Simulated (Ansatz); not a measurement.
# GaCNCl2 (SMILES N#[C][Ga]([Cl])[Cl]): BLYP/cc-pVDZ

Aim: the electronic atomisation energy of GaCNCl2 at BLYP/cc-pVDZ, from 5 runs. 

The results are computed with Ansatz 0.2.0.

74 further runs of the same task are left out: 1 that didn't finish, 73 set aside as unsound or not needed. Runs told in other sessions of the task aren't counted.

## 1. The structure to begin with

GaCNCl2: 5 atoms, total charge 0, spin state singlet. As SMILES, `N#[C][Ga]([Cl])[Cl]`. The coordinates come from a PBE0-D4/def2-TZVP relaxation.

Bond lengths: N1–C2 1.152 Å, C2–Ga3 1.918 Å, Ga3–Cl4 2.106 Å, Ga3–Cl5 2.106 Å. Angles: N1–C2–Ga3 180.0°, C2–Ga3–Cl4 119.8°, C2–Ga3–Cl5 119.8°, Cl4–Ga3–Cl5 120.5°.

## 2. A single-point energy at BLYP/cc-pVDZ

Contents of job.yaml:

```yaml
crystal:
  periodic: [false, false, false]
  atoms:
    - {symbol: "N", position_ang: [0.909600, -1.318100, 1.914000]}
    - {symbol: C, position_ang: [0.493500, -0.715000, 1.025200]}
    - {symbol: Ga, position_ang: [-0.199400, 0.288700, -0.455700]}
    - {symbol: Cl, position_ang: [-1.735500, -0.526200, -1.643200]}
    - {symbol: Cl, position_ang: [0.581700, 2.197000, -0.881800]}
basis:
  gaussian: {orbitals: cc-pVDZ}
output: {orbitals: {seedname: orbitals}}
accuracy: high
hamiltonian: {xc: {name: BLYP}}
```

The run is started by

```
ansatz run job.yaml --threads 1 --pin off --max-ram 3480MiB --events-out events.jsonl --progress --plain --runs-dir runs
```

Output:

```text
Warning: RAYON_NUM_THREADS=1 ignored (pool sized by the plan → 1); use --threads N
Functional definition: BLYP
  name "BLYP"
  parameter beta = 0.0042
  parameter a = 0.04918
  parameter b = 0.132
  parameter c = 0.2533
  parameter d = 0.349
  exchange = b88_x(beta = beta)
  correlation = lyp_c(a = a, b = b, c = c, d = d)
1994 factors; integrals over basis functions are off by at most 4.4e-9 eV
mean field evaluation 1: about -79947.2347 eV, gradient 4.8e1 eV
mean field evaluation 2: about -79875.5967 eV, gradient 1.6e2 eV
mean field evaluation 4: about -79951.7976 eV, gradient 2.6e1 eV
mean field evaluation 8: about -79953.2103 eV, gradient 6.8e-2 eV
mean field evaluation 16: about -79953.2090 eV, gradient 1.2e-5 eV
mean field -79953.20903459 eV, -2938.2262377898 hartree, gradient 9.3e-8 eV, S^2 0.000000; 0 other end points of the search recorded, 0 dependent functions left out
reference -79953.20908629 eV, -2938.2262396896 hartree; 39, 39 occupied and 52, 52 virtual orbitals, 1994 factors
Total energy: -79953.20908629 eV, -2938.2262396896 hartree
```

Wall time 7.5 s (1 thread of Intel Xeon Platinum 8375C at 2.90GHz (Ice Lake), shared host); peak memory 0.27 GiB.

## 3. The C atom at the same level

Contents of in.yaml:

```yaml
crystal:
  periodic: [false, false, false]
  atoms:
    - symbol: C
      position_ang: [0.000000, 0.000000, 0.000000]
basis:
  gaussian:
    orbitals: cc-pVDZ
magnetization:
  spin_polarized: true
  initial_magnetization: 2
hamiltonian:
  xc: {name: BLYP}
accuracy: high
```

Run the same way, it converges to -37.83784 Eh (log not shown).

## 4. The Cl atom

Contents of input.yaml:

```yaml
crystal:
  periodic: [false, false, false]
  atoms:
    - {symbol: Cl, position_ang: [0.000000, 0.000000, 0.000000]}
basis:
  gaussian:
    orbitals: cc-pVDZ
accuracy: high
magnetization:
  spin_polarized: true
  initial_magnetization: 1
hamiltonian:
  xc: {name: BLYP}
```

The run is started by

```
ansatz run input.yaml --threads 1 --pin off --max-ram 3480MiB --events-out events.jsonl --progress --plain --runs-dir runs
```

Output:

```text
Warning: RAYON_NUM_THREADS=1 ignored (pool sized by the plan → 1); use --threads N
Functional definition: BLYP
  name "BLYP"
  parameter beta = 0.0042
  parameter a = 0.04918
  parameter b = 0.132
  parameter c = 0.2533
  parameter d = 0.349
  exchange = b88_x(beta = beta)
  correlation = lyp_c(a = a, b = b, c = c, d = d)
141 factors; integrals over basis functions are off by at most 3.0e-9 eV
mean field evaluation 1: about -12520.9516 eV, gradient 3.6e0 eV
mean field evaluation 2: about -12520.8735 eV, gradient 4.9e0 eV
mean field evaluation 4: about -12521.0199 eV, gradient 1.3e0 eV
mean field evaluation 8: about -12521.0307 eV, gradient 1.8e-3 eV
mean field evaluation 16: about -12520.9014 eV, gradient 4.3e0 eV
mean field evaluation 32: about -12521.0307 eV, gradient 6.7e-2 eV
mean field -12521.03069368 eV, -460.1393909334 hartree, gradient 5.1e-9 eV, S^2 0.751392; 2 other end points of the search recorded, 0 dependent functions left out
reference -12521.03072419 eV, -460.1393920544 hartree; 9, 8 occupied and 9, 10 virtual orbitals, 141 factors
Total energy: -12521.03072419 eV, -460.1393920544 hartree
```

It took 0.73 s on 1 thread of Intel Xeon Platinum 8375C at 2.90GHz (Ice Lake), shared host.

## 5. The Ga atom at the same level

Contents of in.yaml:

```yaml
crystal:
  periodic: [false, false, false]
  atoms:
    - {symbol: Ga, position_ang: [0.000000, 0.000000, 0.000000]}
basis:
  gaussian:
    orbitals: cc-pVDZ
magnetization:
  spin_polarized: true
  initial_magnetization: 1
accuracy: high
hamiltonian:
  xc: {name: BLYP}
```

Run the same way, it converges to -1924.85588 Eh (log not shown).

## 6. The N atom

Contents of molecule.yaml:

```yaml
crystal:
  periodic: [false, false, false]
  atoms:
    - {symbol: "N", position_ang: [0.000000, 0.000000, 0.000000]}
basis:
  gaussian:
    orbitals: cc-pVDZ
magnetization:
  spin_polarized: true
  initial_magnetization: 3
hamiltonian:
  xc: {name: BLYP}
accuracy: high
```

Run the same way, it converges to -54.57257 Eh (log not shown).

## 7. Outcome

Level: BLYP/cc-pVDZ.

| quantity | value |
| --- | --- |
| molecule: total energy | -2938.22624 Eh |
| molecule: HOMO energy | -8.05 eV |
| molecule: LUMO energy | -3.11 eV |
| molecule: HOMO–LUMO gap | 4.93 eV |
| C atom: total energy | -37.83784 Eh |
| C atom: ⟨S²⟩ | 2.002 |
| Cl atom: total energy | -460.13939 Eh |
| Cl atom: ⟨S²⟩ | 0.751 |
| Ga atom: total energy | -1924.85588 Eh |
| Ga atom: ⟨S²⟩ | 0.751 |
| N atom: total energy | -54.57257 Eh |
| N atom: ⟨S²⟩ | 3.752 |
| electronic atomisation energy | 18.536 eV |

What this shows: Taking the molecule apart into free atoms costs 18.54 eV (427 kcal/mol), before zero-point energy and without spin-orbit coupling.
